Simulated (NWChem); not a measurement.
**One shape, several levels: GeO (SMILES [O]=[Ge])**

Aim: a comparison of 6 runs (HF/3-21G, M06-2X/STO-3G, M06-2X/6-311G**, M06-2X/cc-pVTZ, PBE/cc-pVTZ, r2SCAN/cc-pVTZ) of GeO. 

The calculation is run with NWChem 7.3.0.

5 further runs of the same task are left out: 3 that didn't finish, 2 set aside as unsound or not needed. Runs told in other sessions of the task aren't counted.

## 1. The structure to begin with

The species is GeO (2 atoms), meant as a singlet with charge 0. As SMILES, `[O]=[Ge]`. Geometry: relaxed at PBE0-D4/def2-TZVP.

Bond lengths: O1–Ge2 1.623 Å.

## 2. Energy and forces at HF/3-21G (run 1)

Contents of mymol.nw:

```
start mymol
title "GeO hf"
memory total 2200 mb

geometry units angstrom noautosym nocenter noautoz
  O     0.000000    0.000000   -0.023040
  Ge    0.000000    0.000000    1.599530
end

basis spherical bse
  * library 3-21G
end

scf
  thresh 1e-08
  maxiter 80
  print low
end

task scf gradient
```

Run with:

```
$ nwchem mymol.nw > mymol.out
```

What it wrote:

```text
[...]
  functions       =    31
[...]
  wavefunction    = RHF
[...]
         Total SCF energy =  -2139.780685140880
      One-electron energy =  -3153.810921304930
      Two-electron energy =    930.539615886390
 Nuclear repulsion energy =     83.490620277660
        Time for solution =      1.0s
[...]
                         RHF ENERGY GRADIENTS
    atom               coordinates                        gradient
                 x          y          z           x          y          z
   1 O       0.000000   0.000000  -0.043539   -0.000000  -0.000000  -0.024730
   2 Ge      0.000000   0.000000   3.022673    0.000000   0.000000   0.024730
 Task  times  cpu:        1.3s     wall:        1.3s
 Total times  cpu:        1.3s     wall:        1.3s
```

Run time: 1.8 s. Hardware: 1 thread of INTEL XEON PLATINUM 8581C at 2.30GHz (Emerald Rapids), shared host; peak memory 0.1 GiB.

## 3. Energy and forces at M06-2X/STO-3G (run 2)

Contents of m1.nw:

```
START m1
memory stack 880 mb heap 220 mb global 1100 mb

GEOMETRY units angstrom noautosym nocenter noautoz
  O        0.000000       0.000000      -0.023040
  Ge       0.000000       0.000000       1.599530
END

BASIS spherical bse
  O library STO-3G
  Ge library STO-3G
END

DFT
  xc m06-2x
  grid xfine
  convergence energy 1e-08
  iterations 100
  mulliken
  print low
END

TASK dft gradient
```

Run with:

```
$ nwchem m1.nw > m1.out
```

What it wrote:

```text
[...]
 d= 0,ls=0.0,diis     1  -2126.9067376723 -2.21D+03  1.54D-01  1.02D+00     0.3
[...]
 d= 0,ls=0.0,diis    10  -2127.1738591312 -1.03D-09  2.10D-07  7.08D-12     2.3
         Total DFT energy =    -2127.173859131179
      One electron energy =    -3151.287370192319
           Coulomb energy =     1029.076722535453
    Exchange-Corr. energy =      -88.453831751973
 Nuclear repulsion energy =       83.490620277660
[...]
      Total Density - Mulliken Population Analysis
     ---------------------------------------------
    Atom       Charge   Shell Charges
 -----------   ------   -------------------------------------------------------
    1 O    8     8.32   2.00  1.94  4.38
    2 Ge  32    31.68   2.00  2.00  6.00  2.00  5.93  1.86  2.01  9.89
[...]
                         DFT ENERGY GRADIENTS
    atom               coordinates                        gradient
                 x          y          z           x          y          z
   1 O       0.000000   0.000000  -0.043539    0.000000   0.000000  -0.143026
   2 Ge      0.000000   0.000000   3.022673   -0.000000  -0.000000   0.143026
 Task  times  cpu:        2.7s     wall:        2.7s
 Total times  cpu:        2.7s     wall:        2.7s
```

It took 3.3 s on 1 thread of INTEL XEON PLATINUM 8581C at 2.30GHz (Emerald Rapids), shared host; peak memory 0.11 GiB.

Runs 3 to 5 aren't shown in full; the table further down has their settings and results.

## 4. Energy and gradient at r2SCAN/cc-pVTZ (run 6)

Contents of run.py:

```python
from ase import Atoms
from ase.calculators.nwchem import NWChem

molecule = Atoms(['O', 'Ge'], positions=[
    [-0.000000, -0.000000, -0.023040],
    [0.000000, 0.000000, 1.599530],
])

calc = NWChem(
    label='mymol',
    theory='dft',
    memory='2200 mb',
    basis='cc-pVTZ',
    basispar='spherical bse',
    dft={'xc': 'r2scan', 'mult': '1', 'grid': 'xfine', 'convergence': 'energy 1e-08', 'iterations': '100', 'mulliken': None},
)
molecule.calc = calc

forces = molecule.get_forces()
print("Total energy (eV):", round(molecule.get_potential_energy(), 6))
print("forces (eV/A):")
for s, f in zip(molecule.symbols, forces):
    print(f"{s:2s} {f[0]:10.5f} {f[1]:10.5f} {f[2]:10.5f}")
print("dipole (e A):", molecule.get_dipole_moment().round(4))
```

Run with:

```
$ export ASE_NWCHEM_COMMAND="nwchem PREFIX.nwi > PREFIX.nwo"
$ python run.py
```

What it wrote:

```text
Total energy (eV): -58565.732227
forces (eV/A):
O    -0.00000   -0.00000   -0.15931
Ge    0.00000    0.00000    0.15931
dipole (e A): [-0.      0.      0.6239]
```

The calculator wrote mymol.nwi:

```
title "mymol"

permanent_dir mymol

scratch_dir mymol

start mymol

geometry units angstrom nocenter noautosym noautoz
  O  -0.0000000000000000e+00 -0.0000000000000000e+00 -2.3040000000000001e-02
  Ge 0.0000000000000000e+00 0.0000000000000000e+00 1.5995299999999999e+00
end

memory 2200 mb

basis spherical bse noprint
   * library cc-pVTZ
end

dft
  xc r2scan
  mult 1
  grid xfine
  convergence energy 1e-08
  iterations 100
  mulliken
end

task dft gradient
```

mymol.nwo:

```text
Northwest Computational Chemistry Package (NWChem) 7.3.0
             --------------------------------------------------------

           Job information
           ---------------

    nwchem branch   = 7.3.0
    use scalapack   = T
    input           = mymol.nwi
    prefix          = mymol.
    data base       = mymol/mymol.db
    status          = startup
    nproc           =        1

           Memory information
           ------------------

    heap     =     72089594 doubles =      550.0 Mbytes
    stack    =     72089599 doubles =      550.0 Mbytes
    global   =    144179200 doubles =     1100.0 Mbytes (distinct from heap & stack)
    total    =    288358393 doubles =     2200.0 Mbytes
    verify   = yes
    hardfail = no

[... 72 lines left out ...]
  convergence criterion.
[... 36 lines left out ...]
          Spatial weights used:  Erf1
[... 76 lines left out ...]
         Total DFT energy =    -2152.250979591084
[... 3 lines left out ...]
 Nuclear repulsion energy =       83.490620277660
[... 575 lines left out ...]
          Convergence on gradient requested:  5.00D-04
[... 23 lines left out ...]
          total energy or number of iterations.
[... 18 lines left out ...]
                            NWChem DFT Gradient Module
                            --------------------------

                                       mymol

  charge          =   0.00
  wavefunction    = closed shell

                         DFT ENERGY GRADIENTS

    atom               coordinates                        gradient
                 x          y          z           x          y          z
   1 O       0.000000   0.000000  -0.043539    0.000000   0.000000   0.003098
   2 Ge      0.000000   0.000000   3.022673   -0.000000  -0.000000  -0.003098

                 ----------------------------------------
                 |  Time  |  1-e(secs)   |  2-e(secs)   |
                 ----------------------------------------
                 |  CPU   |       0.01   |      31.02   |
                 ----------------------------------------
                 |  WALL  |       0.01   |      31.02   |
                 ----------------------------------------

 Task  times  cpu:      112.7s     wall:      112.7s
 Total times  cpu:      112.8s     wall:      112.8s
```

Wall time 1.9 min (1 thread of INTEL XEON PLATINUM 8581C at 2.30GHz (Emerald Rapids), shared host); peak memory 0.14 GiB.

## 5. All runs side by side

```csv
run,level,iteration cap,module,energy (Eh),largest force (eV/Å),wall time
1,HF/3-21G,80,scf,-2139.780685,1.272,1.8 s
2,M06-2X/STO-3G,100,dft,-2127.173859,7.355,3.3 s
3,M06-2X/6-311G**,100,dft,-2152.181305,0.021,11 s
4,M06-2X/cc-pVTZ,100,dft,-2152.269210,0.175,1.9 min
5,PBE/cc-pVTZ,100,dft,-2151.914715,1.032,1.9 min
6,r2SCAN/cc-pVTZ,100,dft,-2152.250980,0.159,1.9 min
```

## 6. Results

| quantity | value |
| --- | --- |
| run 6: total energy | -2152.25098 Eh |
| run 6: dipole moment | 3.00 D |
| run 6: HOMO energy | -7.47 eV |
| run 6: LUMO energy | -2.70 eV |
| run 6: HOMO–LUMO gap | 4.77 eV |
| run 6: largest force on an atom | 0.159 eV/Å |

**Reading.** Over runs 3, 4, 5, 6 the dipole moment (its size) runs from 2.87 D (PBE/cc-pVTZ) to 3.54 D (M06-2X/cc-pVTZ). Over runs 3, 5, 6 the HOMO–LUMO gap runs from 4.35 eV (PBE/cc-pVTZ) to 8.75 eV (M06-2X/6-311G**). The two ends differ in method and basis. Totals of different functionals can't be ranked against each other. In run 2 the basis is minimal, so the values are rough. All runs together took 5.9 min, the longest 1.9 min.
